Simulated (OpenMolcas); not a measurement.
# [SiF3]− (SMILES F[Si-](F)F), step by step

We compute the energy (UHF/STO-3G), then a single-point energy (CASSCF(2,2)/STO-3G), then a single-point energy (CASPT2(2,2)/STO-3G), then a single-point energy (SC-NEVPT2(2,2)/STO-3G), then a single-point energy (MRCI(2,2)/STO-3G) of [SiF3]−. 

The calculation is run with OpenMolcas 26.06.

2 further runs of the same task are left out: 1 that didn't finish, 1 set aside as unsound or not needed.

## Step 1: Starting point

[SiF3]−: 4 atoms, total charge -1, spin state singlet. As SMILES, `F[Si-](F)F`. The Si1–F4 distance was set to 2.545 Å, away from the relaxed value. At this shape a bond of the SMILES string is far longer than usual.

Bond lengths: Si1–F2 1.693 Å, Si1–F3 1.696 Å. Angles: F2–Si1–F3 93.7°. A long bond or contact: Si1–F4 2.545 Å.

## Step 2: A single-point energy at UHF/STO-3G (run 1)

step1.input reads:

```
>>> EXPORT MOLCAS_PRINT=2

&GATEWAY
  BasLib
  $CurrDir
  Coord
  4
  angstrom
  Si       0.361558       0.621182       1.140223
  F        1.794338       0.584452       0.238223
  F       -0.321282       1.865662       0.212363
  F       -0.736530      -1.225060      -0.225300
  Basis
  STO-3G
  Group
  NoSym

&SEWARD

&SCF
  UHF
  Charge
  -1
  Scramble
  0.25
  PrOrbitals
  1 1
```

The basis set STO-3G is read from a file made from the Basis Set Exchange's data (not shown).

Run with:

```sh
$ export MOLCAS_MEM=1860
$ pymolcas step1.input > step1.log
```

What it wrote, cut to the lines that bear on the results:

```text
--- Start Module: gateway ---
[...]
--- Stop Module: gateway /rc=_RC_ALL_IS_WELL_ ---
--- Start Module: seward ---
[...]
      Basis functions           24
--- Stop Module: seward /rc=_RC_ALL_IS_WELL_ ---
--- Start Module: scf ---
[...]
       Convergence after  35 Iterations
[...]
::    Total SCF energy                               -579.4732577761
[...]
      Total spin, S                                     0.4797379914
[...]
      Total electronic charge=   42.000000
      Total            charge=   -1.000000
[...]
      Dipole Moment (debye):
      Origin of the operator (angstrom)=    0.2837    0.4784    0.4258
                   X= -1.9379E-01               Y= -3.3611E-01               Z= -1.2202E-01           Total=  4.0672E-01
      Center of Charge (angstrom)
[...]
--- Stop Module: scf /rc=_RC_ALL_IS_WELL_ ---
[...]
```

Wall time 1.9 s (1 thread of Arm Neoverse V2, shared host); peak memory 0.37 GiB.

## Step 3: A single-point energy at CASSCF(2,2)/STO-3G (run 2)

step2.inp reads:

```
>>> EXPORT MOLCAS_PRINT=2

&GATEWAY
  BasLib=$CurrDir
  Coord
  4
  angstrom
  Si       0.361558       0.621182       1.140223
  F        1.794338       0.584452       0.238223
  F       -0.321282       1.865662       0.212363
  F       -0.736530      -1.225060      -0.225300
  Basis=STO-3G
  Group=NoSym

&SEWARD

&RASSCF
  FileOrb=$CurrDir/step1.UnaOrb
  Spin=1
  Nactel=2 0 0
  Inactive=20
  Ras2=2
  OrbListing=Nothing
```

The basis set STO-3G is read from a file made from the Basis Set Exchange's data (not shown).

Run with:

```sh
$ export MOLCAS_MEM=1860
$ pymolcas step2.inp > step2.log
```

What it wrote, cut to the lines that bear on the results:

```text
--- Start Module: gateway ---
[...]
--- Stop Module: gateway /rc=_RC_ALL_IS_WELL_ ---
--- Start Module: seward ---
[...]
      Basis functions           24
--- Stop Module: seward /rc=_RC_ALL_IS_WELL_ ---
--- Start Module: rasscf ---
[...]
      Number of active orbitals                  2
[...]
      Spin quantum number                      0.0
[...]
      Active orbitals                            2
[...]
      Number of CSFs                             3
[...]
      Number of root(s) required                 1
[...]
      Convergence after 13 iterations
[...]
      printout of CI-coefficients larger than  0.05 for root  1
      energy=    -579.497508
      conf/sym  11     Coeff  Weight
             1  20  -0.93618 0.87643
             3  02   0.35153 0.12357
      Natural orbitals and occupation numbers for root  1
      sym 1:   1.752853   0.247147
      ************************************************************************************************************************
      *                                                    Final results                                                     *
[...]
::    RASSCF root number  1 Total energy:   -579.49750763
[...]
      Total electronic charge=   42.000000
      Total            charge=   -1.000000
[...]
      Dipole Moment (debye):
      Origin of the operator (angstrom)=    0.2837    0.4784    0.4258
                   X= -1.7681E-02               Y= -4.0787E-02               Z=  4.1130E-02           Total=  6.0563E-02
      Center of Charge (angstrom)
[...]
--- Stop Module: rasscf /rc=_RC_ALL_IS_WELL_ ---
[...]
```

Wall time 1.5 s (1 thread of Arm Neoverse V2, shared host); peak memory 0.37 GiB.

## Step 4: A single-point energy at CASPT2(2,2)/STO-3G (run 3)

step3.inp reads:

```
&GATEWAY
 BasLib
 $CurrDir
 Coord
 4
 angstrom
 Si       0.361558       0.621182       1.140223
 F        1.794338       0.584452       0.238223
 F       -0.321282       1.865662       0.212363
 F       -0.736530      -1.225060      -0.225300
 Basis
 STO-3G
 Group
 NoSym

&SEWARD

&RASSCF
 FileOrb
 $CurrDir/step2.RasOrb
 Spin
 1
 Nactel
 2 0 0
 Inactive
 20
 Ras2
 2
 OrbListing
 Nothing

&CASPT2
 Imaginary
 0.1
 Frozen
 8
```

The basis set STO-3G is read from a file made from the Basis Set Exchange's data (not shown).

Run with:

```sh
$ export MOLCAS_MEM=1860
$ pymolcas step3.inp > step3.log
```

What it wrote, cut to the lines that bear on the results:

```text
--- Start Module: gateway ---
[...]
--- Stop Module: gateway /rc=_RC_ALL_IS_WELL_ ---
[...]
      Basis functions           24
[...]
--- Start Module: rasscf ---
[...]
      Number of active orbitals                  2
[...]
      Spin quantum number                      0.0
[...]
      Active orbitals                            2
[...]
      Number of CSFs                             3
[...]
      Number of root(s) required                 1
[...]
      Convergence after  4 iterations
[...]
      printout of CI-coefficients larger than  0.05 for root  1
      energy=    -579.497508
      conf/sym  11     Coeff  Weight
             1  20  -0.93618 0.87643
             3  02   0.35153 0.12357
      Natural orbitals and occupation numbers for root  1
      sym 1:   1.752853   0.247147
      ************************************************************************************************************************
      *                                                    Final results                                                     *
[...]
::    RASSCF root number  1 Total energy:   -579.49750763
[...]
      Total electronic charge=   42.000000
      Total            charge=   -1.000000
[...]
      Dipole Moment (debye):
      Origin of the operator (angstrom)=    0.2837    0.4784    0.4258
                   X= -1.7686E-02               Y= -4.0795E-02               Z=  4.1120E-02           Total=  6.0563E-02
      Center of Charge (angstrom)
[...]
--- Stop Module: rasscf /rc=_RC_ALL_IS_WELL_ ---
--- Start Module: caspt2 ---
[...]
 ###    WARNING: User changed nr of frozen orbitals.                         ###
 ###############################################################################
[...]
      E2 (Variational):          -0.0484426616
      Total energy:            -579.5459502926
[...]
      Reference weight:           0.97352
[...]
::    CASPT2 Root  1     Total energy:   -579.54595029
[...]
--- Stop Module: caspt2 /rc=_RC_ALL_IS_WELL_ ---
[...]
```

It took 1.4 s on 1 thread of Arm Neoverse V2, shared host; peak memory 0.37 GiB.

## Step 5: The energy at SC-NEVPT2(2,2)/STO-3G (run 4)

step4.input reads:

```
* F3Si NEVPT2
&GATEWAY
BASLIB = $CurrDir
COORD
4
angstrom
Si       0.361558       0.621182       1.140223
F        1.794338       0.584452       0.238223
F       -0.321282       1.865662       0.212363
F       -0.736530      -1.225060      -0.225300
BASIS = STO-3G
GROUP = NoSym
&SEWARD
&RASSCF
FILEORB = $CurrDir/step2.RasOrb
SPIN = 1
NACTEL = 2 0 0
INACTIVE = 20
RAS2 = 2
ORBLISTING = Nothing
&CASPT2
SC-NEVPT2
FROZEN = 8
```

The basis set STO-3G is read from a file made from the Basis Set Exchange's data (not shown).

Run with:

```sh
$ export MOLCAS_MEM=1860
$ pymolcas step4.input > step4.log
```

What it wrote, cut to the lines that bear on the results:

```text
--- Start Module: gateway ---
[...]
--- Stop Module: gateway /rc=_RC_ALL_IS_WELL_ ---
[...]
      Basis functions           24
[...]
--- Start Module: rasscf ---
[...]
      Number of active orbitals                  2
[...]
      Spin quantum number                      0.0
[...]
      Active orbitals                            2
[...]
      Number of CSFs                             3
[...]
      Number of root(s) required                 1
[...]
      Convergence after  4 iterations
[...]
      printout of CI-coefficients larger than  0.05 for root  1
      energy=    -579.497508
      conf/sym  11     Coeff  Weight
             1  20  -0.93618 0.87643
             3  02   0.35153 0.12357
      Natural orbitals and occupation numbers for root  1
      sym 1:   1.752853   0.247147
      ************************************************************************************************************************
      *                                                    Final results                                                     *
[...]
::    RASSCF root number  1 Total energy:   -579.49750763
[...]
      Total electronic charge=   42.000000
      Total            charge=   -1.000000
[...]
      Dipole Moment (debye):
      Origin of the operator (angstrom)=    0.2837    0.4784    0.4258
                   X= -1.7686E-02               Y= -4.0795E-02               Z=  4.1120E-02           Total=  6.0563E-02
      Center of Charge (angstrom)
[...]
--- Stop Module: rasscf /rc=_RC_ALL_IS_WELL_ ---
--- Start Module: caspt2 ---
[...]
 ###    WARNING: User changed nr of frozen orbitals.                         ###
 ###############################################################################
[...]
      E2 (Variational):          -0.0472060598
[...]
      E2 (Variational):          -0.0471759998
      Total energy:            -579.5446836308
[...]
      Reference weight:           0.97497
[...]
::    SC-NEVPT2 Root  1     Total energy:   -579.54468363
[...]
--- Stop Module: caspt2 /rc=_RC_ALL_IS_WELL_ ---
[...]
```

Wall time 1.4 s (1 thread of Arm Neoverse V2, shared host); peak memory 0.37 GiB.

## Step 6: The energy at MRCI(2,2)/STO-3G (run 5)

step5.input reads:

```
&GATEWAY
BasLib=$CurrDir
Coord
4
angstrom
Si       0.361558       0.621182       1.140223
F        1.794338       0.584452       0.238223
F       -0.321282       1.865662       0.212363
F       -0.736530      -1.225060      -0.225300
Basis=STO-3G
Group=NoSym
&SEWARD
&RASSCF
FileOrb=$CurrDir/step2.RasOrb
Spin=1
Nactel=2 0 0
Inactive=20
Ras2=2
OrbListing=Nothing
&MOTRA
LumOrb
Frozen=8
&GUGA
Electrons=26
Spin=1
Inactive=12
Active=2
CIAll=1
&MRCI
SDCI
```

The basis set STO-3G is read from a file made from the Basis Set Exchange's data (not shown).

Run with:

```sh
$ export MOLCAS_MEM=1860
$ pymolcas step5.input > step5.log
```

What it wrote, cut to the lines that bear on the results:

```text
--- Start Module: gateway ---
[...]
--- Stop Module: gateway /rc=_RC_ALL_IS_WELL_ ---
[...]
      Basis functions           24
[...]
      Number of active orbitals                  2
[...]
      Spin quantum number                      0.0
[...]
      Active orbitals                            2
[...]
      Number of CSFs                             3
[...]
      Number of root(s) required                 1
[...]
      Convergence after  4 iterations
[...]
      printout of CI-coefficients larger than  0.05 for root  1
      energy=    -579.497508
      conf/sym  11     Coeff  Weight
             1  20  -0.93618 0.87643
             3  02   0.35153 0.12357
      Natural orbitals and occupation numbers for root  1
      sym 1:   1.752853   0.247147
      ************************************************************************************************************************
      *                                                    Final results                                                     *
[...]
::    RASSCF root number  1 Total energy:   -579.49750763
[...]
      Dipole Moment (debye):
      Origin of the operator (angstrom)=    0.2837    0.4784    0.4258
                   X= -1.7686E-02               Y= -4.0795E-02               Z=  4.1120E-02           Total=  6.0563E-02
      Center of Charge (angstrom)
[...]
      *** WARNING: Default frozen orbitals is overwritten by user input.
      *** Default values:   5
[...]
--- Start Module: guga ---
[...]
--- Stop Module: guga /rc=_RC_ALL_IS_WELL_ ---
--- Start Module: mrci ---
[...]
       (But an ACPF correction will be computed)
       USE THE DEFAULT ACPF G-VALUE GFAC=   7.6923076923076927E-002
[...]
                      CI ENERGY:  -579.55668806
[...]
                ACPF CORRECTION:    -0.00267038
[...]
      Total electronic charge=   42.000000
      Total            charge=   -1.000000
[...]
     ACPF CORRECTION:     -0.00267038
[...]
  CI State   1     Total energy:   -579.55668806     QDav:     -0.00290383     QACPF:     -0.00267038
[...]
--- Stop Module: mrci /rc=_RC_ALL_IS_WELL_ ---
[...]
```

Run time: 1.9 s. Hardware: 1 thread of Arm Neoverse V2, shared host; peak memory 0.37 GiB.

## Step 7: Results

| quantity | value |
| --- | --- |
| run 1, UHF/STO-3G: total energy | -579.47326 Eh |
| run 1, UHF/STO-3G: HOMO energy | 4.82 eV |
| run 1, UHF/STO-3G: LUMO energy | 15.97 eV |
| run 1, UHF/STO-3G: HOMO–LUMO gap (to an unbound level, set by the basis) | 11.15 eV |
| run 1, UHF/STO-3G: ⟨S²⟩ | 0.710 |
| run 2, CASSCF(2,2)/STO-3G: total energy | -579.49751 Eh |
| run 3, CASPT2(2,2)/STO-3G: total energy | -579.54595 Eh |
| run 4, SC-NEVPT2(2,2)/STO-3G: total energy | -579.54468 Eh |
| run 5, MRCI(2,2)/STO-3G: total energy | -579.55669 Eh |

What this shows: ⟨S²⟩ (run 1, UHF/STO-3G) is 0.71 where a pure singlet has 0.00: the reference is spin-contaminated. Mulliken charges (run 1, UHF/STO-3G) run from -0.45 on F3 to +0.11 on Si1; they depend strongly on the basis. The HOMO (run 1, UHF/STO-3G) lies at positive energy, 4.82 eV: the electron is unbound at this level or held by a compact basis; values depend on the basis. Mulliken charges (run 4, SC-NEVPT2(2,2)/STO-3G) of the CASSCF density run from -0.45 on F3 to +0.14 on Si1; they depend strongly on the basis. Mulliken charges (run 5, MRCI(2,2)/STO-3G) of the CASSCF density run from -0.45 on F3 to +0.14 on Si1.
